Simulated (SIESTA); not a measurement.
AlSn:

```
CELL_PARAMETERS angstrom
4.19811 0.00000 0.00000
-2.09905 3.63567 0.00000
0.00000 0.00000 3.30685
ATOMIC_POSITIONS crystal
Sn 0.33333 0.66667 0.50000
Al 0.00000 0.00000 0.00000
```

The cell comes from a database or a generator and needn't be the stable form of this composition.

Base run:

- Program: SIESTA 5.4.2
- Functional: vdW-DF2
- Potentials or basis: PseudoDojo 0.4 standard (PBE files)
- Basis: DZP (energy shift 0.003 Ry; two zetas on semicore shells)
- Grid cutoff: 500 Ry
- Energy shift: 0.003 Ry
- k mesh: 7 × 7 × 8
- Occupations: fermi-dirac, width 0.05 eV
- Spin: no spin polarisation

Its results: band gap on the k mesh none (metal or under the smearing width); pressure 6.2 GPa.

Question: After a change of settings the same cell gave: band gap on the k mesh none (metal or under the smearing width); pressure 1.7 GPa. Which change was it?
A. functional from vdW-DF2 to optB88-vdW
B. functional from vdW-DF2 to vdW-DF-C09
C. functional from vdW-DF2 to vdW-DF
D. functional from vdW-DF2 to vdW-DF-cx

Answer: A.

Caveats: the potentials were made for another functional, which shifts forces and pressure; the basis of atomic orbitals isn't converged, which shifts pressures, moduli and gaps.
